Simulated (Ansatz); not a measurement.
# CH2As (quartet): the correlation ladder, cc-pVDZ

One table from this session's results is given with a row withheld; the runs are named, their logs left out.

Program: Ansatz 0.2.0, Gaussian basis. Level of theory: cc-pVDZ, core rule «outside noble gas», up to 15 orbitals frozen. These are calculated values, not measurements.

Plan: UHF; CCSD(T) on ROHF; CCSD(T) on UHF; BCCD(T) on ROHF; CISD; CCSDT(Q) on ROHF; CCSDT(Q) on UHF; CASSCF and MRCISD+Q, 11 electrons in 10 orbitals; CASSCF and NEVPT2, 11 electrons in 10 orbitals.

27 further runs of the same task are left out: 17 that didn't finish, 10 set aside as unsound or not needed.

### What is computed

The geometry is a PBE0/def2-TZVP stationary point (not a proven minimum) of the parent state, kept for this charge and spin. No spin-orbit coupling is included. The filled d shell of As may be among the frozen orbitals whatever the setting's name suggests; the logs give the count.

4 atoms, charge 0, spin multiplicity 4.

Atoms are counted from 1 here; the program's logs count them from 0.

Bond lengths: C1–As2 1.796 Å, As2–H3 1.505 Å, As2–H4 1.505 Å. Angles: C1–As2–H3 126.9°, C1–As2–H4 126.9°, H3–As2–H4 106.2°.

The first run:

in.yaml reads:

```yaml
crystal:
  periodic: [false, false, false]
  atoms:
    - {symbol: C, position_ang: [0.000000, 0.000000, 1.574072]}
    - {symbol: As, position_ang: [0.000000, 0.000000, -0.222050]}
    - {symbol: H, position_ang: [0.000000, 1.203165, -1.125760]}
    - {symbol: H, position_ang: [0.000000, -1.203165, -1.125760]}
basis:
  gaussian: {orbitals: cc-pVDZ}
magnetization: {spin_polarized: true, initial_magnetization: 3}
hamiltonian: {xc: hf}
output: {orbitals: {seedname: orbitals}}
```

Launch:

```bash
> ansatz run in.yaml --threads 1 --pin off --events-out ev --progress --plain --max-ram 2393MiB
```

Steps of the session up to this table: UHF; CCSD(T) on ROHF; CCSD(T) on UHF; BCCD(T) on ROHF; CISD; CCSDT(Q) on ROHF; CCSDT(Q) on UHF; CASSCF and MRCISD+Q, 11 electrons in 10 orbitals; CASSCF and NEVPT2, 11 electrons in 10 orbitals.

One of the session's tables, all rows but one given; the rest of the session is left out.

It belongs to the step «Misses and costs». 

| method | from UCCSDT(Q) (meV) |
| --- | --- |
| ROHF | +5974.7 |
| UHF | +5846.8 |
| RMP2 | +1174.2 |
| UMP2 | +1173.9 |
| CISD | +610.6 |
| RCCSD | +218.8 |
| UCCSD | +215.4 |
| RCCSD(T) | +47.8 |
| UCCSD(T) | +47.0 |
| BCCD(T) | +46.3 |
| RCCSDT | +13.7 |
| UCCSDT | +12.3 |
| RCCSDT(Q) | +1.7 |
| UCCSDT(Q) | 0 |
| CASSCF valence | +4338.7 |
| NEVPT2 valence | ? |
| MRCISD valence | +341.1 |
| MRCISD+Q valence | +50.5 |

Q: Estimate the row for NEVPT2 valence from the others.

As computed: from UCCSDT(Q) (meV): +996.0. In the column «from UCCSDT(Q) (meV)» it lies between CISD (+610.6) and UMP2 (+1173.9).

Limits of these values: Restricted and unrestricted rows rest on different reference determinants; where their highest levels disagree by more than a few hundredths of an eV, they describe different states and don't form one ladder.
